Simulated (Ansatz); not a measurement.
# MgS: a single-point run

Aim: a sound single-point run of MgS. The structure is shown as the input types it.

Program: Ansatz 0.2.0. Level of theory: density functional or hybrid calculation with the settings of its input, plane waves (as first typed). These are calculated values, not measurements.

1 further run of the same task is left out (it didn't finish).

## 1. The starting structure

It takes space group Fm-3m (No. 225, cubic). Conventional cell: a = 5.203 Å, b = 5.203 Å, c = 5.203 Å, α = 90.00°, β = 90.00°, γ = 90.00°. Mg (site symmetry m-3m) has 6 S at 2.60 Å as nearest neighbours. S (site symmetry m-3m) has 6 Mg at 2.60 Å as nearest neighbours.

Structure file:

```
Mg S
1.0
     0.00000    2.60152    2.60152
     2.60152    0.00000    2.60152
     2.60152    2.60152    0.00000
Mg S
1 1
Direct
  0.00000 0.00000 0.00000
  0.50000 0.50000 0.50000
```

## 2. Input and run

input.yaml

```yaml
crystal:
  lattice:
    - [0.0, 2.6015177399, 2.6015177399]
    - [2.6015177399, 0.0, 2.6015177399]
    - [2.6015177399, 2.6015177399, 0.0]
  atoms:
    - { symbol: Mg, position: [0.0, 0.0, 0.0] }
    - { symbol: S, position: [0.5, 0.5, 0.5] }
kpoints:
  mp_grid: { grid: [6, 6, 6] }
hamiltonian:
  xc: pbesol
scf:
  occupations: { method: fixed }
  n_extra_bands: 4
  convergence: { dr2_threshold: 0.01 }
  max_iter: 73
output:
  forces: true
  stress: true
  eigenvalues: true
```

Started as:

```bash
$ ansatz run input.yaml --threads 4 --pin off --max-ram 3686MiB --backend cpu --events-out ev --progress --plain --runs-dir out
```

**Question.** How will this run end, and is anything wrong with its input?

This run ends as converged, with warnings (force scf threshold loose, stress scf threshold loose). Its log warns: «scf.convergence.dr2_threshold = 1e-2 eV is looser than this run's default, which is 1e-7 eV or tighter. The error in the forces grows as the threshold's square root ...»

The threshold asked is loose, but the program put off the close and ended at dr2 = 2.1e-11, so little accuracy was lost here.

The test: delete scf.convergence.dr2_threshold (the default then holds).
